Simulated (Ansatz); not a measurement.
# CdS (zincblende type): independent-particle optics

How does CdS (zincblende type) absorb light if electrons and holes don't interact? The runs, in order: HSE06 for the gap; optics with PBE on 6×6×6; optics with r2SCAN on 6×6×6; optics with PBE and scissors to the HSE06 gap on 6×6×6; optics with PBE with spin-orbit coupling on 4×4×4.

Method: plane waves, PAW; no local fields, no excitons, in Ansatz 0.2.0.

**1. The system as given**

It takes space group F-43m (No. 216, cubic). The conventional cell has a = 5.878 Å, b = 5.878 Å, c = 5.878 Å, α = 90.00°, β = 90.00°, γ = 90.00°. Cd (site symmetry -43m) has 4 S at 2.55 Å as nearest neighbours. S (site symmetry -43m) is surrounded by 4 Cd at 2.55 Å.

As a file:

```
CELL_PARAMETERS angstrom
0.00000 2.93921 2.93921
2.93921 0.00000 2.93921
2.93921 2.93921 0.00000
ATOMIC_POSITIONS crystal
Cd 0.00000 0.00000 0.00000
S 0.25000 0.25000 0.25000
```

Cell and atoms come from an earlier r2SCAN relaxation.

**2. A hybrid for the gap**

Contents of input.yaml:

```yaml
crystal:
  lattice:
    - [0.0, 2.93921484, 2.93921484]
    - [2.93921484, 0.0, 2.93921484]
    - [2.93921484, 2.93921484, 0.0]
  atoms:
    - { symbol: Cd, position: [0.0, 0.0, 0.0] }
    - { symbol: S, position: [0.25, 0.25, 0.25] }
kpoints:
  mp_grid: { grid: [4, 4, 4] }
  band_path:
    path:
      - [0.0, 0.0, 0.0]
      - [-0.5, -0.5, 0.0]
      - [-0.375, -0.375, 0.25]
      - [-0.375, 0.0, 0.375]
      - [0.0, 0.0, 0.5]
      - [-0.5, -0.25, 0.25]
    npoints: 1
hamiltonian:
  xc: hse06
scf:
  occupations: { method: fixed }
  n_extra_bands: 4
output:
  forces: true
  stress: true
  eigenvalues: true
```

Run with:

```
$ ansatz run input.yaml --threads 4 --pin off --max-ram 3686MiB --backend cpu --events-out ev --progress --plain --runs-dir out
```

The runs that follow: Optics, PBE; Optics, r2SCAN; Optics, PBE with a scissors shift; Optics, PBE with spin-orbit coupling.

**Question.** What will the summary of the whole plan be? Wanted: ε∞, PBE; ε∞, r2SCAN; ε∞, PBE with spin-orbit coupling; tallest peak of ε₂, PBE; tallest peak of ε₂, r2SCAN; tallest peak of ε₂, PBE with spin-orbit coupling; HSE06 direct gap.

As calculated:

```
                                        quantity            value
                                         ε∞, PBE             6.55
                                      ε∞, r2SCAN             5.68
                      ε∞, PBE + 1.02 eV scissors             5.55
                ε∞, PBE with spin-orbit coupling             6.41
                         tallest peak of ε₂, PBE  10.0 at 5.65 eV
                      tallest peak of ε₂, r2SCAN   9.6 at 6.05 eV
      tallest peak of ε₂, PBE + 1.02 eV scissors   9.9 at 6.65 eV
tallest peak of ε₂, PBE with spin-orbit coupling  10.0 at 5.65 eV
                                HSE06 direct gap          2.12 eV
```

In words: PBE + 1.02 eV scissors has the widest direct gap (2.12 eV) and PBE with spin-orbit coupling the narrowest (1.07 eV); ε∞ is 5.55 and 6.41. Spin-orbit coupling moves the direct gap by -0.03 eV; ε∞ doesn't compare between these two runs, as the bands summed differ. The meshes differ between the runs, and peak heights and places move with the mesh, so part of any difference isn't the level's. Local fields and excitons are left out: both change ε∞, and without excitons the onset lacks its lines.
